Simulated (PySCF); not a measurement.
# C4H12NRu ([RuNMe4]-): the cost of one run

Programs: PySCF 2.14.0, with routines of our own; each step states its level. All values are computed. Atoms count from 0.

## 1. The system as given

18 atoms, charge -1, multiplicity 1; geometry from: GFN2-xTB.

## 2. Geometry optimisation at PBE0-D3(BJ)/def2-SVP

What the job is given:

```
{"job": {"xc": "PBE0", "basis": "def2-SVP", "d3": "d3bj", "grid": 1, "maxiter": 30, "shake": 0.03, "kind": "geom"}, "charge": -1, "multiplicity": 1}
Ru     0.063060    -0.077170     0.609440
N     -0.008720    -0.012820     2.233120
C      1.964080    -0.014290    -0.094370
H      2.724840     0.836310     0.299870
H      2.013940     0.064930    -1.200860
H      2.577200    -0.904600     0.158350
C      0.035710     2.021280    -0.053330
H     -0.018720     2.051420    -1.171120
H      0.908240     2.606630     0.259120
H     -0.845450     2.615860     0.345870
C     -2.052070    -0.001470    -0.027320
H     -2.572290     0.917590     0.215690
H     -2.706360    -0.805200     0.289650
H     -2.079710    -0.062290    -1.134640
C     -0.021040    -2.060650    -0.051770
H     -0.915530    -2.548820     0.229250
H      0.843890    -2.590460     0.308610
H      0.032620    -2.019320    -1.137830
```

Launch:

```
$ OMP_NUM_THREADS=1 python heavy_run.py task.json out
```

This one command runs all jobs of the session in turn.

**Question.** How long does this first job take on 1 thread of Arm Neoverse V2, shared host, and how much memory does it need?

About 92 s, with a peak of 0.66 GiB.
